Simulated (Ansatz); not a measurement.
# C2H3FSi: a ladder of functionals and wavefunction methods

Aim: compute C2H3FSi with functionals from several rungs and with coupled cluster, and see how far each lands from CCSD(T) at the basis-set limit for the atomisation energy.

The runs use Ansatz 0.2.0, Gaussian basis; functionals in def2-TZVPP, the program's frozen cores in correlated methods.

The runs, in order: LDA (SPW92), PBE-D4, revPBE-D4, BLYP-D4, r2SCAN-D4, B97M-V, PBE0-D4, B3LYP-D4, r2SCANh-D4, r2SCAN0-D4, HSE06-D4, BHLYP-D4, CAM-B3LYP-D4, LC-ωPBE, ωB97X-V, ωB97M-V, B2PLYP, PBE-QIDH; CCSD(T)/def2-SVP; CCSD(T)/def2-TZVPP; CCSD(T)/def2-QZVPP; extrapolation to the limit; RPA on PBE.

### 1 The relaxed structure

An earlier PBE0-D4 in a triple-zeta def2 set relaxation fixed the geometry.

SMILES `C#C[SiH2]F`, 7 atoms, charge 0, spin multiplicity 1.

Atoms are counted from 1 here; the program's logs count them from 0.

Bond lengths: C1–C2 1.206 Å, C1–H5 1.066 Å, C2–Si3 1.817 Å, Si3–F4 1.595 Å, Si3–H6 1.478 Å, Si3–H7 1.478 Å. Angles: C2–C1–H5 179.8°, C1–C2–Si3 178.5°, C2–Si3–F4 109.2°, C2–Si3–H6 109.8°, C2–Si3–H7 109.8°, F4–Si3–H6 108.2°, F4–Si3–H7 108.2°, H6–Si3–H7 111.7°.

### 2 LDA

This LDA is Slater exchange with PW92 correlation.

File in.yaml:

```yaml
crystal:
  periodic: [false, false, false]
  atoms:
    - {symbol: C, position_ang: [-0.327461, -1.839520, -0.638759]}
    - {symbol: C, position_ang: [-0.122713, -0.715474, -0.253383]}
    - {symbol: Si, position_ang: [0.207811, 0.960740, 0.364021]}
    - {symbol: F, position_ang: [-0.411777, 2.024184, -0.651169]}
    - {symbol: H, position_ang: [-0.510663, -2.832014, -0.983144]}
    - {symbol: H, position_ang: [-0.440934, 1.145990, 1.679525]}
    - {symbol: H, position_ang: [1.666836, 1.187993, 0.437111]}
basis:
  gaussian: {orbitals: def2-TZVPP}
hamiltonian: {xc: lda}
output: {orbitals: {seedname: orbitals}}
```

Started as:

```bash
$ ansatz run in.yaml --threads 2 --pin off --events-out ev --progress --plain --max-ram 32768MiB --backend cpu
```

The runs that follow: PBE-D4 (GGA); revPBE-D4 (GGA); BLYP-D4 (GGA); r2SCAN-D4 (meta-GGA); B97M-V (meta-GGA); PBE0-D4 (hybrid); B3LYP-D4 (hybrid); r2SCANh-D4 (hybrid); r2SCAN0-D4 (hybrid); HSE06-D4 (hybrid); BHLYP-D4 (hybrid); CAM-B3LYP-D4 (range-separated); LC-ωPBE (range-separated); ωB97X-V (range-separated); ωB97M-V (range-separated); B2PLYP (double hybrid); PBE-QIDH (double hybrid); CCSD(T) in def2-SVP; CCSD(T) in def2-TZVPP; CCSD(T) in def2-QZVPP; RPA on PBE orbitals.

Q: Predict the results of all the runs planned. Wanted: atomisation energy, CCSD(T)/CBS; farthest beyond LDA; mean size of error, GGA; mean size of error, meta-GGA; mean size of error, hybrid; mean size of error, range-separated; mean size of error, double hybrid; gap, smallest and largest; T1 diagnostic.

**Answer**, as computed:

```
                               quantity                                                       value
        atomisation energy, CCSD(T)/CBS                                               2855.6 kJ/mol
 functionals within 14.3 kJ/mol (0.5 %)  BLYP-D4, r2SCAN-D4, B97M-V, CAM-B3LYP-D4, ωB97X-V, ωB97M-V
                    farthest beyond LDA                                    BHLYP-D4 (-104.6 kJ/mol)
                mean size of error, GGA                                                 28.0 kJ/mol
           mean size of error, meta-GGA                                                  8.5 kJ/mol
             mean size of error, hybrid                                                 44.2 kJ/mol
    mean size of error, range-separated                                                 13.2 kJ/mol
      mean size of error, double hybrid                                                 28.1 kJ/mol
              gap, smallest and largest                   5.42 eV (LDA (SPW92)), 12.75 eV (LC-ωPBE)
                          T1 diagnostic                                                      0.0125
triples share of the correlation energy                                                       3.9 %
```

LDA overbinds by 367.6 kJ/mol (13 %). PBE-D4 misses by +36.3 kJ/mol. Double hybrids carry the basis error of their MP2 part in triple zeta, and no dispersion term here, so their miss is partly the set-up's. The rungs meta-GGA, range-separated miss on average by less than the doubt on the reference (14.3 kJ/mol), so they tie; hybrid functionals have the largest mean beyond LDA (44.2 kJ/mol), BHLYP with half exact exchange included. Misses under about 14.3 kJ/mol are within the doubt on the reference itself, which lacks core-valence correlation, relativity and higher excitations. Hartree-Fock recovers 74 % of the binding; the rest is correlation. CCSD(T) in def2-SVP is off by -180.6 kJ/mol, which most functionals beat. Orbital gaps span 5.4 to 12.8 eV; exact exchange widens them.
